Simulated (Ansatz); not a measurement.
# GaHCl₂: one species, many methods

The task here is to estimate one member of a computed series from the others.

Computed with Ansatz 0.2.0, Gaussian basis. Level: functionals in def2-TZVPP, the program's frozen cores in correlated methods.

Plan: LDA (SPW92), PBE-D4, revPBE-D4, BLYP-D4, r2SCAN-D4, B97M-V, PBE0-D4, B3LYP-D4, r2SCANh-D4, r2SCAN0-D4, HSE06-D4, BHLYP-D4, CAM-B3LYP-D4, LC-ωPBE, ωB97X-V, ωB97M-V, B2PLYP, PBE-QIDH; CCSD(T)/def2-SVP; CCSD(T)/def2-TZVPP; MP2/def2-QZVPP; extrapolation to the limit; RPA on PBE.

### Structure used throughout

An earlier PBE0-D4 in a triple-zeta def2 set relaxation fixed the geometry.

SMILES `[Cl][GaH][Cl]`, 4 atoms, charge 0, spin multiplicity 1.

Atoms are counted from 1 here; the program's logs count them from 0.

Bond lengths: Cl1–Ga2 2.128 Å, Ga2–Cl3 2.128 Å, Ga2–H4 1.545 Å. Angles: Cl1–Ga2–Cl3 115.1°, Cl1–Ga2–H4 122.4°, Cl3–Ga2–H4 122.4°.

The first run:

Contents of in.yaml:

```yaml
crystal:
  periodic: [false, false, false]
  atoms:
    - {symbol: Cl, position_ang: [-1.941107, -0.099160, -0.563355]}
    - {symbol: Ga, position_ang: [0.104319, 0.143893, -0.029422]}
    - {symbol: Cl, position_ang: [1.030962, -1.579914, 0.805820]}
    - {symbol: H, position_ang: [0.861325, 1.474880, -0.233345]}
basis:
  gaussian: {orbitals: def2-TZVPP}
hamiltonian: {xc: lda}
output: {orbitals: {seedname: orbitals}}
```

Among the steps run: LDA; PBE-D4 (GGA); revPBE-D4 (GGA); BLYP-D4 (GGA); r2SCAN-D4 (meta-GGA); B97M-V (meta-GGA); PBE0-D4 (hybrid); B3LYP-D4 (hybrid); r2SCANh-D4 (hybrid); r2SCAN0-D4 (hybrid); HSE06-D4 (hybrid); BHLYP-D4 (hybrid); CAM-B3LYP-D4 (range-separated); LC-ωPBE-D4 (range-separated; the results give it without D4); ωB97X-V (range-separated); ωB97M-V (range-separated); B2PLYP (double hybrid); PBE-QIDH (double hybrid).

One of the session's tables, all rows but one given; the rest of the session is left out.

It belongs to the step «Orbital energies across the functionals». 

| functional | HOMO (eV) | LUMO (eV) | gap (eV) |
| --- | --- | --- | --- |
| LDA (SPW92) | -7.89 | -2.80 | 5.09 |
| PBE-D4 | -7.74 | -2.51 | 5.24 |
| revPBE-D4 | -7.69 | -2.38 | 5.31 |
| BLYP-D4 | -7.57 | -2.44 | 5.13 |
| r2SCAN-D4 | -8.11 | -2.26 | 5.85 |
| B97M-V | -8.20 | -2.43 | 5.77 |
| PBE0-D4 | -9.16 | -1.73 | 7.43 |
| B3LYP-D4 | -8.86 | -1.99 | 6.87 |
| r2SCANh-D4 | ? | ? | ? |
| r2SCAN0-D4 | -9.40 | -1.58 | 7.83 |
| HSE06-D4 | -8.76 | -2.09 | 6.66 |
| BHLYP-D4 | -10.41 | -0.98 | 9.43 |
| CAM-B3LYP-D4 | -10.52 | -0.83 | 9.69 |
| LC-ωPBE | -11.94 | 0.34 | 12.29 |
| ωB97X-V | -11.58 | 0.22 | 11.79 |
| ωB97M-V | -11.39 | 0.02 | 11.41 |

**Question.** Estimate the row for r2SCANh-D4.

Worked estimate for «HOMO (eV)». Against the share of exact exchange, r2SCAN-D4 (0, -8.11), r2SCAN0-D4 (0.25, -9.40) give a slope of -5.16 per unit share; at 0.1 the line stands at -8.63.

**Answer.** HOMO (eV): -8.63; LUMO (eV): -1.99; gap (eV): 6.64. In «HOMO (eV)» the line misses by 0.00.
